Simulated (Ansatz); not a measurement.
# Pb: stress in a strained cell

Pb is deformed so: equal xx and yy strain of -2 %. What stress and forces result, by LAPW, PAW and all-electron datasets made for the crystal?

Computed with Ansatz 0.2.0 (DFT LDA, scalar-relativistic, unless a step's input says otherwise).

**1. Starting point**

The structure is cubic, space group Fd-3m (No. 227). Conventional cell: a = 6.878 Å, b = 6.878 Å, c = 6.878 Å, α = 90.00°, β = 90.00°, γ = 90.00°. Pb (site symmetry -43m) is surrounded by 4 Pb at 2.98 Å.

Coordinates:

```
Pb
1.0
     0.00000    3.43900    3.43900
     3.43900    0.00000    3.43900
     3.43900    3.43900    0.00000
Pb
2
Direct
  0.00000 0.00000 0.00000
  0.25000 0.25000 0.25000
```

Atoms are numbered in the order of the input: Pb1, Pb2.

**2. The deformed structure**

Space group Fd-3m before, I4_1/amd after.

**3. LAPW, all electrons**

input.yaml

```yaml
crystal:
  lattice:
    - [0.0, 3.3702200544, 3.4390000555]
    - [3.3702200544, 0.0, 3.4390000555]
    - [3.3702200544, 3.3702200544, 0.0]
  atoms:
    - { symbol: Pb, position: [0.0, 0.0, 0.0] }
    - { symbol: Pb, position: [0.25, 0.25, 0.25] }
kpoints:
  mp_grid: { grid: [8, 8, 8] }
  band_path:
    path:
      - [0.0, 0.0, 0.0]
      - [0.0, 0.5, 0.5]
      - [0.25, 0.75, 0.5]
      - [0.0, 0.5, 0.0]
      - [0.0, 0.0, 0.0]
      - [0.5, 0.5, 0.0]
      - [0.37005, 0.62995, 0.0]
      - [-0.37005, 0.37005, 0.0]
      - [0.0, 0.0, 0.0]
    npoints: 5
scf:
  occupations: { method: fermi_dirac, width: 0.05 }
hamiltonian:
  xc: lda
  pseudopotentials: { kind: all_electron, lapw: { basis_error: 0.00025 } }
output:
  forces: true
  stress: true
  eigenvalues: true
```

On the command line:

```bash
ansatz run input.yaml --threads 1 --pin off --max-ram 3072MiB --backend cpu --events-out ev --progress --plain --runs-dir out
```

**4. PAW on the default files**

input.yaml

```yaml
crystal:
  lattice:
    - [0.0, 3.3702200544, 3.4390000555]
    - [3.3702200544, 0.0, 3.4390000555]
    - [3.3702200544, 3.3702200544, 0.0]
  atoms:
    - { symbol: Pb, position: [0.0, 0.0, 0.0] }
    - { symbol: Pb, position: [0.25, 0.25, 0.25] }
kpoints:
  mp_grid: { grid: [8, 8, 8] }
scf:
  occupations: { method: fermi_dirac, width: 0.05 }
hamiltonian:
  xc: lda
  pseudopotentials: { kind: paw }
output:
  forces: true
  stress: true
  eigenvalues: true
  efg: { contact_densities: true }
```

**5. All-electron PAW on datasets made for the crystal**

Changes to input.yaml since step 4:

```diff
@@ -14,3 +14,3 @@
   xc: lda
-  pseudopotentials: { kind: paw }
+  pseudopotentials: { kind: all_electron, datasets: crystal }
 output:
```

(Steps that only read results are left out.)

Before running it: what results should come out? Wanted: pressure; largest shear or deviatoric stress.

**Answer**, as computed:

| quantity | value |
| --- | --- |
| pressure | LAPW 0.61, PAW 0.60, crystal datasets 0.61 GPa |
| largest shear or deviatoric stress (LAPW) | 0.14 GPa |

**Reading.** The largest part of the stress beyond the pressure is 0.14 GPa in size, in the zz component; the atoms are carried along and not relaxed. No run of the undeformed cell stands beside it, so the pressure holds what the given cell had before the change. PAW: stress within 0.01 GPa of LAPW. Crystal datasets: stress within 0.01 GPa of LAPW. Spin-orbit coupling is left out, though the cell holds Pb; in elements this heavy it can shift bands and gaps by tenths of an eV.
